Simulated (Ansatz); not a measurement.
The system is WAu.

```
W Au
1.0
     0.00000    2.90921    2.90921
     2.90921    0.00000    2.90921
     2.90921    2.90921    0.00000
W Au
1 1
Direct
  0.00000 0.00000 0.00000
  0.75000 0.75000 0.75000
```

The cell was built by a generator and needn't be a form met in nature.

```yaml
Program: Ansatz 0.2.0
Task: relaxation of cell and atoms
Functional: LDA
Potentials_or_basis: Ansatz PAW
Cutoff: "420 eV (not typed: the program's choice for these potentials)"
k_mesh: 6 × 6 × 6
Occupations: fermi-dirac, width 0.05 eV
Spin: spin-orbit coupling, no magnetisation
```

At the start: volume 24.62 Å³/atom.

**Question.** Where does the relaxation end?

**Answer.** It ends after 5 steps and the volume is 23.16 Å³/atom (-6.0 %); space group F-43m (No. 216, to 0.05 Å).

The path:
```csv
step,energy change (eV),largest force (eV/Å),volume (Å³)
1,0.0000,0.0000,49.24
2,-0.0771,0.0000,46.68
3,-0.0785,0.0000,46.27
4,-0.0785,0.0000,46.31
5,-0.0779,0.0000,46.31
```

Final structure:
```yaml
crystal:
  lattice:
    - [0.00000, 2.85032, 2.85032]
    - [2.85032, 0.00000, 2.85032]
    - [2.85032, 2.85032, 0.00000]
  atoms:
    - { symbol: W, position: [0.00000, 0.00000, 0.00000] }
    - { symbol: Au, position: [0.75000, 0.75000, 0.75000] }
```

Caveat: the plane-wave basis is chosen anew once the cell has moved, so the energies of steps on either side of that aren't comparable; the PAW data sets come from PBE, with cores solved anew for the run's functional, which leaves a small shift of forces and pressure.
